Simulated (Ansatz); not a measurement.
ScIn₃, space group Pm-3m, an equation of state with a fit

Computed with Ansatz 0.2.0, Python API.

Notebook, run cell by cell (the value of a cell's last expression is shown):

**Cell 1**
```python
import warnings

import ansatz as az
from ase.eos import EquationOfState
from ase.units import GPa
import numpy as np
```

**Cell 2**
```python
vectors0 = np.array([
    [4.46, 0.0, 0.0],
    [0.0, 4.46, 0.0],
    [0.0, 0.0, 4.46],
])
sites = [
    ("Sc", (0.0, 0.0, 0.0)),
    ("In", (0.0, 0.5, 0.5)),
    ("In", (0.5, 0.0, 0.5)),
    ("In", (0.5, 0.5, 0.0)),
]
```

**Cell 3**
```python
def make_crystal(cell):
    crystal = az.Crystal(lattice=az.Lattice.of(cell))
    for symbol, position in sites:
        crystal = crystal.atom(symbol, position)
    return crystal
```

**Cell 4**
```python
warnings.simplefilter("ignore", az.DeckWarning)
```

**Cell 5**
```python
# scale the volume, keep shape and fractions
volumes, energies, pressures = [], [], []
for scale in np.linspace(0.94, 1.06, 7):
    cell = vectors0 * scale ** (1 / 3)
    calculation = (
        make_crystal(cell).calculation()
        .functional("PBEsol")
        .basis(420)
        .occupations("Fermi-Dirac")
        .kpoints(5, 5, 5)
        .stress()
    )
    r = calculation.run(threads=1).report
    volumes.append(abs(np.linalg.det(cell)) / len(sites))
    energies.append(r["free_energy_ev"] / len(sites))
    pressures.append(np.trace(r["stress_gpa"]) / 3)
    print(f"V = {volumes[-1]:8.4f} A^3/atom  F = {energies[-1]:.5f} eV/atom  P = {pressures[-1]:8.3f} GPa")
```
Output:
```text
V =  20.8484 A^3/atom  F = -4672.26451 eV/atom  P =    4.170 GPa
V =  21.2920 A^3/atom  F = -4672.27363 eV/atom  P =    2.453 GPa
V =  21.7356 A^3/atom  F = -4672.27828 eV/atom  P =    0.932 GPa
V =  22.1791 A^3/atom  F = -4672.27896 eV/atom  P =   -0.414 GPa
V =  22.6227 A^3/atom  F = -4672.27612 eV/atom  P =   -1.605 GPa
V =  23.0663 A^3/atom  F = -4672.27019 eV/atom  P =   -2.657 GPa
V =  23.5099 A^3/atom  F = -4672.26151 eV/atom  P =   -3.589 GPa
```

**Cell 6**
```python
eos = EquationOfState(volumes, energies, eos="vinet")
v0, e0, bulk = eos.fit()
print(f"V0 = {v0:.4f} A^3/atom, E0 = {e0:.5f} eV/atom, B = {bulk / GPa:.1f} GPa")
eos.plot("eos.png")
```
Output:
```text
V0 = 22.0371 A^3/atom, E0 = -4672.27914 eV/atom, B = 65.4 GPa
<Axes: title={'center': 'vinet: E: -4672.279 eV, V: 22.037 Å$^3$, B: 65.423 GPa'}, xlabel='volume [Å$^3$]', ylabel='energy [eV]'>
```

A third-order Birch-Murnaghan fit through the 7 points (the script's own form differs a little) has its minimum at 22.04 Å³ an atom, 0.6 % below the typed cell, with a bulk modulus of 65 GPa and dB/dP = 5.1. From that minimum the energy rises by 14.6 meV an atom on the compressed side and 17.6 meV on the expanded side.

Reading the output:
- Absolute energies stand on the zero of these potentials, so only differences at equal settings mean something.
- The mesh is modest for a metal, so energies can be off by several to tens of meV an atom and pressures by half a GPa or more; differences at equal mesh fare better.
- Pressure is positive in compression.
- The starting cell is as deposited in a crystallographic database; the results hold for this polymorph, which needn't be the stable one.
- Wall time of the script: 10 s on 1 thread of Arm Neoverse V2, on a shared host, peak memory 0.43 GiB.

(Lines on the test bed's own set-up are left out of the output.)
